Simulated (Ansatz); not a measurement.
This script makes an equation of state with a fit of EuIn3, space group Pm-3m with Ansatz 0.2.0 through its Python package.

`eos_euin3.py`:
```python
"""Equation of state of EuIn3."""

import ansatz as az
from ase.eos import EquationOfState
from ase.units import GPa
import numpy as np

vectors0 = np.array([
    [4.71854899, 0.0, 0.0],
    [0.0, 4.71854899, 0.0],
    [0.0, 0.0, 4.71854899],
])
sites = [
    ("Eu", (0.0, 0.0, 0.0), 7),
    ("In", (0.0, 0.5, 0.5), 0.0),
    ("In", (0.5, 0.5, 0.0), 0.0),
    ("In", (0.5, 0.0, 0.5), 0.0),
]


def on_lattice(cell):
    crystal = az.Crystal(lattice=az.Lattice.of(cell))
    for symbol, position, moment in sites:
        crystal = crystal.atom(symbol, position, moment=moment or None)
    return crystal


def main() -> None:
    # scale the volume, keep shape and fractions
    volumes, energies = [], []
    for scale in np.linspace(0.9, 1.1, 9):
        cell = vectors0 * scale ** (1 / 3)
        base = (
            on_lattice(cell).calculation()
            .pseudopotentials("paw")
            .functional("pbesol")
            .spin(az.SpinTreatment.COLLINEAR)
            .occupations("fermi_dirac", width=100 * az.meV)
            .basis(500)
            .kpoints(5, 5, 5)
        )
        report = base.run(threads=1, pin="off").report
        volumes.append(abs(np.linalg.det(cell)) / len(sites))
        energies.append(report["free_energy_ev"] / len(sites))
        print(f"V = {volumes[-1]:8.4f} A^3/atom  F = {energies[-1]:.5f} eV/atom")

    eos = EquationOfState(volumes, energies, eos="vinet")
    v0, e0, bulk = eos.fit()
    print(f"V0 = {v0:.4f} A^3/atom, E0 = {e0:.5f} eV/atom, B = {bulk / GPa:.1f} GPa")


if __name__ == "__main__":
    main()
```

From its runs, with one value withheld:

| V (Å³/atom) | F less the lowest row shown (meV/atom) |
| --- | --- |
| 23.638 | ? |
| 24.294 | 2.97 |
| 24.951 | 0.00 |
| 25.608 | 2.39 |
| 26.264 | 9.32 |
| 26.921 | 20.08 |
| 27.577 | 34.09 |
| 28.234 | 50.84 |
| 28.891 | 69.92 |

What is the missing energy at 23.638 Å³ an atom?

A third-order Birch-Murnaghan fit, E = E0 + (9 V0 B0 / 16) [(t - 1)³ B' + (t - 1)² (6 - 4t)] with t = (V0/V)^(2/3), through the 8 rows shown gives V0 = 24.968 Å³, B0 = 49.3 GPa, B' = 5.26 and E0 = 0.00 meV. At V = 23.638 Å³, t = 1.03718, and the fit extrapolates to 12.22 meV. The run gave 12.26 meV, a miss of 0.03 meV.

What to keep in mind:
- Open f shells: without a Hubbard U, without spin-orbit coupling; the state reached hangs on the start and needn't be the lowest.
- For a metal this k-point mesh is coarse: on a finer one energies can move by several to tens of meV an atom and pressures by half a GPa or more, differences at one mesh by less.
- The structure comes from a database of computed cells and needn't be a stable or known phase.
- Run time: 80 s on 1 thread of Arm Neoverse V2, with other jobs on the host, peak memory 0.55 GiB.
